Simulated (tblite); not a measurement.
# C11H10N2Se: the cost of one run

Programs: tblite 0.8.0 and PySCF 2.14.0, with routines of our own; each step states its level. All values are computed. Atoms count from 0.

## (1) The starting structure

24 atoms, charge 0, multiplicity 1; geometry from: force field or distance geometry start.

## (2) Optimising the geometry with GFN2-xTB

The job: settings as JSON, then the geometry in Å.

```
{"job": {"kind": "relax", "xc": "GFN2-xTB", "basis": "xTB"}, "charge": 0, "multiplicity": 1}
C      3.920900     1.477400    -0.584000
Se     3.499700     0.002800    -1.786900
C      2.153800    -0.652800    -0.585800
C      2.459400    -1.569900     0.396500
C      1.452500    -2.031100     1.265700
C      0.144100    -1.554200     1.108500
C     -0.137800    -0.616200     0.096200
C     -1.505800    -0.085800    -0.081500
C     -1.792200     0.845900    -1.092000
C     -3.105400     1.325400    -1.235900
C     -4.112300     0.868900    -0.392500
C     -3.799900    -0.064500     0.600800
N     -2.526100    -0.513900     0.738000
N      0.872700    -0.198800    -0.720100
H      3.006600     2.120100    -0.443700
H      4.720200     2.095300    -1.013900
H      4.247500     1.092900     0.403700
H      3.471800    -1.947800     0.516700
H      1.683400    -2.745000     2.040000
H     -0.616900    -1.911100     1.786900
H     -1.027700     1.218100    -1.754800
H     -3.330800     2.052300    -2.011200
H     -5.116300     1.243600    -0.485500
H     -4.573100    -0.431800     1.265200
```

The run is started by

```bash
OMP_NUM_THREADS=1 python excited_run.py task.json out
```

One launch serves the whole session: the jobs run in the order shown.

Q: Estimate the wall time and peak memory of this first job on 1 thread of Arm Neoverse V2, shared host.

About 3.1 s, with a peak of 0.17 GiB.
